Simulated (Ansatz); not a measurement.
# WAu: the cost of one run

Method: DFT PBE, scalar-relativistic, plane waves, PAW, in Ansatz 0.2.0.

1 further run of the same task is left out (it didn't finish).

### 1 Starting point

It takes space group Pm-3m (No. 221, cubic). The conventional cell has a = 3.282 Å, b = 3.282 Å, c = 3.282 Å, α = 90.00°, β = 90.00°, γ = 90.00°. Around W (site symmetry m-3m) lie 8 Au at 2.84 Å. Au (site symmetry m-3m) is surrounded by 8 W at 2.84 Å.

As a file:

```xyz
2
Lattice="3.2820 0.0000 0.0000 0.0000 3.2820 0.0000 0.0000 0.0000 3.2820" Properties=species:S:1:pos:R:3 pbc="T T T"
W     0.0000    0.0000    0.0000
Au    1.6410    1.6410    1.6410
```

This is candidate A: caesium chloride type (Pm-3m, No. 221).

(A quick probe on a coarse mesh, which set the mesh and smearing, is not shown.)

### 3 Coarse relaxation (candidate A)

Contents of input.yaml:

```yaml
crystal:
  lattice:
    - [3.2820473976, 0.0, 0.0]
    - [0.0, 3.2820473976, 0.0]
    - [0.0, 0.0, 3.2820473976]
  atoms:
    - { symbol: W, position: [0.0, 0.0, 0.0] }
    - { symbol: Au, position: [0.5, 0.5, 0.5] }
basis:
  ecutwfc: 420
kpoints:
  mp_grid: { grid: [6, 6, 6] }
hamiltonian:
  xc: pbe
scf:
  occupations: { method: gaussian, width: 0.1 }
  lower_state_search: "off"
output:
  forces: true
  stress: true
  eigenvalues: true
relax:
  adjacent_minimum: "off"
  f_tol: 0.04
  max_steps: 70
  cell: { stress_tol: 0.4 }
```

Command:

```bash
ansatz run input.yaml --threads 1 --pin off --max-ram 2560MiB --backend cpu --events-out ev --progress --plain --runs-dir out
```

**Question.** How long does this run take on 1 thread of Arm Neoverse V2, shared host, and how much memory does it need?

About 5 s, with a peak of 0.3 GiB.
